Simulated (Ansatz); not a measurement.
# C3H10FHfNO2: vertical ionisation energy

Aim: the vertical ionisation energy of C3H10FHfNO2, as cation minus neutral at the neutral's geometry, on several levels, and how well −ε(HOMO) stands in for it.

Computed with Ansatz 0.2.0, Gaussian basis. Level: unrestricted cation, the program's frozen cores in correlated methods.

Plan: UKS PBE-D4/def2-TZVPP; UKS r2SCAN-D4/def2-TZVPP; UKS PBE0-D4/def2-TZVPP; UKS B3LYP-D4/def2-TZVPP; UKS wB97X-V/def2-TZVPP; UKS wB97M-V/def2-TZVPP; UKS B2PLYP/def2-TZVPP; UHF-CCSD(T)/def2-TZVPP; UHF-MP2/def2-QZVPP; extrapolation to the limit; then −ε(HOMO) from the neutral's earlier runs with LDA (SPW92), PBE-D4, revPBE-D4, BLYP-D4, r2SCAN-D4, B97M-V, PBE0-D4, B3LYP-D4, r2SCANh-D4, r2SCAN0-D4, HSE06-D4, BHLYP-D4, CAM-B3LYP-D4, LC-ωPBE, ωB97X-V, ωB97M-V.

1 further run of the same task is left out (for a known fault of the program).

## Step 1: The relaxed structure

All runs share one geometry, relaxed beforehand with PBE0-D4 in a triple-zeta def2 set. Hf takes the def2 core potential; no spin-orbit term is included.

SMILES `CC[N](C)[Hf]([OH])([OH])[F]`, 18 atoms, charge 0, spin multiplicity 1.

Atoms are counted from 1 here; the program's logs count them from 0.

Bond lengths: C1–C2 1.522 Å, C1–H9 1.093 Å, C1–H10 1.092 Å, C1–H11 1.093 Å, C2–N3 1.448 Å, C2–H12 1.101 Å, C2–H13 1.094 Å, N3–C4 1.446 Å, N3–Hf5 2.026 Å, C4–H14 1.097 Å, C4–H15 1.098 Å, C4–H16 1.099 Å, Hf5–O6 1.931 Å, Hf5–O7 1.935 Å, Hf5–F8 1.931 Å, O6–H17 0.952 Å, O7–H18 0.952 Å. Angles: C2–C1–H9 110.6°, C2–C1–H10 111.8°, C2–C1–H11 110.5°, H9–C1–H10 108.1°, H9–C1–H11 108.3°, H10–C1–H11 107.5°, C1–C2–N3 114.3°, C1–C2–H12 109.1°, C1–C2–H13 109.0°, N3–C2–H12 109.4°, N3–C2–H13 108.3°, H12–C2–H13 106.3°, C2–N3–C4 114.3°, C2–N3–Hf5 128.7°, C4–N3–Hf5 116.9°, N3–C4–H14 110.8°, N3–C4–H15 113.1°, N3–C4–H16 111.4° and more.

## Step 2: Cation, UKS PBE-D4/def2-TZVPP

in.yaml

```yaml
crystal:
  periodic: [false, false, false]
  atoms:
    - {symbol: C, position_ang: [2.048471, -0.577341, 0.809689]}
    - {symbol: C, position_ang: [0.571220, -0.538966, 1.173394]}
    - {symbol: N, position_ang: [-0.317514, -0.380602, 0.041603]}
    - {symbol: C, position_ang: [-0.385841, -1.533730, -0.828498]}
    - {symbol: Hf, position_ang: [-1.475815, 1.208158, -0.447803]}
    - {symbol: O, position_ang: [-1.348458, 2.446632, 1.027608]}
    - {symbol: O, position_ang: [-0.885237, 1.981084, -2.120501]}
    - {symbol: F, position_ang: [-3.267080, 0.542067, -0.725471]}
    - {symbol: H, position_ang: [2.342465, 0.341561, 0.296306]}
    - {symbol: H, position_ang: [2.283948, -1.420209, 0.156280]}
    - {symbol: H, position_ang: [2.660877, -0.677977, 1.709369]}
    - {symbol: H, position_ang: [0.309237, -1.460083, 1.717611]}
    - {symbol: H, position_ang: [0.395877, 0.288995, 1.867230]}
    - {symbol: H, position_ang: [-1.146567, -1.391096, -1.606143]}
    - {symbol: H, position_ang: [0.560442, -1.738842, -1.345415]}
    - {symbol: H, position_ang: [-0.669761, -2.438856, -0.272852]}
    - {symbol: H, position_ang: [-1.351100, 3.306951, 1.434970]}
    - {symbol: H, position_ang: [-0.325144, 2.042263, -2.887369]}
basis:
  gaussian: {orbitals: def2-TZVPP}
total_charge: 1
magnetization: {spin_polarized: true, initial_magnetization: 1}
hamiltonian: {xc: pbe, dispersion: d4}
```

On the command line:

```bash
$ ansatz run in.yaml --threads 4 --pin off --events-out ev --progress --plain --max-ram 41984MiB --backend cuda --devices 0, --max-vram 37GiB
```

The runs that follow: Cation, UKS r2SCAN-D4/def2-TZVPP; Cation, UKS PBE0-D4/def2-TZVPP; Cation, UKS B3LYP-D4/def2-TZVPP; Cation, UKS wB97X-V/def2-TZVPP; Cation, UKS wB97M-V/def2-TZVPP; Cation, UKS B2PLYP (frozen core)/def2-TZVPP; Cation, UHF-CCSD(T)/def2-TZVPP; Cation, UHF-MP2/def2-QZVPP.

Q: Predict the results of all the runs planned. Wanted: ionisation energy, CCSD(T)/CBS; nearest functional by difference; nearest −ε(HOMO); −ε(HOMO) of PBE; T1 of the cation.

The runs gave:

| quantity | value |
| --- | --- |
| ionisation energy, CCSD(T)/CBS | 8.47 eV |
| nearest functional by difference | ωB97M-V (-0.23 eV) |
| nearest −ε(HOMO) | ωB97M-V (+0.17 eV) |
| −ε(HOMO) of PBE | 5.10 eV |
| T1 of the cation | 0.018 |

**Reading.** Energy differences with functionals land within 0.47 eV of the reference. The PBE orbital energy is 3.4 eV too small: a semilocal HOMO is no ionisation energy. Among orbital estimates ωB97M-V comes nearest. Hartree-Fock falls 1.43 eV short, as the neutral has more correlation energy than the cation. Correlated methods include outer-core shells of Hf, which these sets cover unevenly.
